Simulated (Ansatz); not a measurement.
**B: squeezing one contact**

One table from this session's results is given with a row withheld; the runs are named, their logs left out.

Computed with Ansatz 0.2.0 (DFT LDA, with the methods named in each step, unless a step's input says otherwise).

## The system as given

It takes space group P6_3/mmc (No. 194, hexagonal). Conventional cell: a = 2.100 Å, b = 2.100 Å, c = 3.403 Å, α = 90.00°, β = 90.00°, γ = 120.00°. B (site symmetry -6m2) has 12 B at 2.09 to 2.10 Å in its first shell of neighbours.

As a file:

```
CELL_PARAMETERS angstrom
2.10039 0.00000 0.00000
-1.05019 1.81899 0.00000
0.00000 0.00000 3.40263
ATOMIC_POSITIONS crystal
B 0.33333 0.66667 0.25000
B 0.66667 0.33333 0.75000
```

Atoms are numbered in the order of the input: B1, B2.

Set-up of the first run:

The input, input.yaml:

```yaml
crystal:
  lattice:
    - [2.1003865828, 0.0, 0.0]
    - [-1.0501932914, 1.8189881384, 0.0]
    - [0.0, 0.0, 3.4026262641]
  atoms:
    - { symbol: B, position: [0.3333333333, 0.6666666667, 0.25] }
    - { symbol: B, position: [0.6666666667, 0.3333333333, 0.75] }
kpoints:
  mp_grid: { grid: [16, 16, 9] }
scf:
  occupations: { method: fermi_dirac, width: 0.05 }
hamiltonian:
  xc: lda
  pseudopotentials: { kind: paw }
output:
  forces: true
  stress: true
  eigenvalues: true
  populations: true
```

Run with:

```bash
> ansatz run input.yaml --threads 1 --pin off --max-ram 2048MiB --backend cpu --events-out ev --progress --plain --runs-dir out
```

Among the steps run: Shortest bond scaled by 1, PAW; Shortest bond scaled by 0.94, PAW; Shortest bond scaled by 0.82, PAW; Shortest bond scaled by 0.7, PAW; Shortest bond scaled by 0.64, PAW; Shortest bond scaled by 0.64, PAW (source ansatz).

One of the session's tables, all rows but one given; the rest of the session is left out.

```
             method  length (Å)  F from the given length (eV/cell)  force along the bond (eV/Å)  largest force (eV/Å)
                PAW       1.337                              1.838                       11.921                11.946
                PAW       1.462                              0.759                        5.846                 5.887
                PAW       1.713                                  ?                            ?                     ?
                PAW       1.964                             -0.004                       -0.017                 0.050
                PAW       2.089                              0.000                        0.000                 0.000
PAW (source ansatz)       1.337                                  –                       11.929                11.953
```

Estimate the missing values for PAW, 1.713.

**Answer.** F from the given length (eV/cell): 0.046; force along the bond (eV/Å): 0.834; largest force (eV/Å): 0.904.
